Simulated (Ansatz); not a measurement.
# C7H9N: one species, many methods

One table from this session's results is given with a row withheld; the runs are named, their logs left out.

Method: functionals in def2-TZVPP, the program's frozen cores in correlated methods; program: Ansatz 0.2.0, Gaussian basis.

Levels to be run: LDA (SPW92), PBE-D4, revPBE-D4, BLYP-D4, r2SCAN-D4, B97M-V, PBE0-D4, B3LYP-D4, r2SCANh-D4, r2SCAN0-D4, HSE06-D4, BHLYP-D4, CAM-B3LYP-D4, LC-ωPBE, ωB97X-V, ωB97M-V, B2PLYP, PBE-QIDH; CCSD(T)/def2-SVP; CCSD(T)/def2-TZVPP; MP2/def2-QZVPP; extrapolation to the limit; RPA on PBE.

**The relaxed structure**

The geometry comes from an earlier relaxation with PBE0-D4 in a triple-zeta def2 set; it is a stationary point, not always the lowest conformer.

SMILES `Cc1ccncc1C`, 17 atoms, charge 0, spin multiplicity 1.

Atoms are counted from 1 here; the program's logs count them from 0.

Bond lengths: C1–C2 1.494 Å, C1–H9 1.094 Å, C1–H10 1.090 Å, C1–H11 1.094 Å, C2–C3 1.388 Å, C2–C7 1.399 Å, C3–C4 1.386 Å, C3–H12 1.085 Å, C4–N5 1.326 Å, C4–H13 1.087 Å, N5–C6 1.327 Å, C6–C7 1.390 Å, C6–H14 1.088 Å, C7–C8 1.495 Å, C8–H15 1.091 Å, C8–H16 1.094 Å, C8–H17 1.094 Å. Angles: C2–C1–H9 111.2°, C2–C1–H10 111.3°, C2–C1–H11 111.2°, H9–C1–H10 108.2°, H9–C1–H11 106.7°, H10–C1–H11 108.2°, C1–C2–C3 121.3°, C1–C2–C7 121.2°, C3–C2–C7 117.6°, C2–C3–C4 119.8°, C2–C3–H12 120.2°, C4–C3–H12 120.0°, C3–C4–N5 123.2°, C3–C4–H13 120.3°, N5–C4–H13 116.5°, C4–N5–C6 116.8°, N5–C6–C7 125.0°, N5–C6–H14 116.0° and more.

Set-up of the first run:

in.yaml reads:

```yaml
crystal:
  periodic: [false, false, false]
  atoms:
    - {symbol: C, position_ang: [0.800157, -1.772860, 0.132784]}
    - {symbol: C, position_ang: [0.550264, -0.323298, -0.130247]}
    - {symbol: C, position_ang: [1.524331, 0.483786, -0.700953]}
    - {symbol: C, position_ang: [1.259430, 1.824230, -0.930575]}
    - {symbol: N, position_ang: [0.102030, 2.398391, -0.630922]}
    - {symbol: C, position_ang: [-0.827127, 1.623470, -0.085184]}
    - {symbol: C, position_ang: [-0.675182, 0.269648, 0.190888]}
    - {symbol: C, position_ang: [-1.790053, -0.510947, 0.808381]}
    - {symbol: H, position_ang: [0.698722, -2.004290, 1.197228]}
    - {symbol: H, position_ang: [1.801127, -2.065400, -0.184928]}
    - {symbol: H, position_ang: [0.076983, -2.401161, -0.395383]}
    - {symbol: H, position_ang: [2.490563, 0.068860, -0.967219]}
    - {symbol: H, position_ang: [2.016087, 2.463963, -1.376937]}
    - {symbol: H, position_ang: [-1.771442, 2.108481, 0.155359]}
    - {symbol: H, position_ang: [-2.657621, 0.125326, 0.988028]}
    - {symbol: H, position_ang: [-2.106670, -1.337419, 0.164925]}
    - {symbol: H, position_ang: [-1.491598, -0.950790, 1.764752]}
basis:
  gaussian: {orbitals: def2-TZVPP}
hamiltonian: {xc: lda}
output: {orbitals: {seedname: orbitals}}
```

Run with:

```console
> ansatz run in.yaml --threads 2 --pin off --events-out ev --progress --plain --max-ram 32768MiB --backend cuda --devices 0, --max-vram 18GiB
```

Steps of the session up to this table: LDA; PBE-D4 (GGA); revPBE-D4 (GGA); BLYP-D4 (GGA); r2SCAN-D4 (meta-GGA); B97M-V (meta-GGA); B3LYP-D4 (hybrid); r2SCANh-D4 (hybrid); r2SCAN0-D4 (hybrid); HSE06-D4 (hybrid); BHLYP-D4 (hybrid); CAM-B3LYP-D4 (range-separated); LC-ωPBE (range-separated); ωB97X-V (range-separated); ωB97M-V (range-separated); B2PLYP (double hybrid); PBE-QIDH (double hybrid).

One of the session's tables, all rows but one given; the rest of the session is left out.

It belongs to the step «Frontier levels by functional». 

| functional | HOMO (eV) | gap (eV) |
| --- | --- | --- |
| LDA (SPW92) | -5.74 | 4.03 |
| PBE-D4 | -5.64 | 4.16 |
| revPBE-D4 | -5.60 | 4.20 |
| BLYP-D4 | -5.54 | 4.21 |
| r2SCAN-D4 | -5.96 | 4.65 |
| B97M-V | -6.17 | 4.93 |
| PBE0-D4 | -7.21 | 6.65 |
| B3LYP-D4 | -6.96 | 6.21 |
| r2SCANh-D4 | -6.55 | 5.57 |
| r2SCAN0-D4 | -7.33 | 6.87 |
| HSE06-D4 | -6.80 | 5.87 |
| BHLYP-D4 | -8.01 | 8.51 |
| CAM-B3LYP-D4 | -8.44 | 8.98 |
| LC-ωPBE | -9.72 | 11.29 |
| ωB97X-V | ? | ? |
| ωB97M-V | -9.30 | 10.80 |

Estimate the missing values for ωB97X-V.

**Answer.** HOMO (eV): -9.38; gap (eV): 10.93. In the column «HOMO (eV)» it lies between LC-ωPBE (-9.72) and ωB97M-V (-9.30).
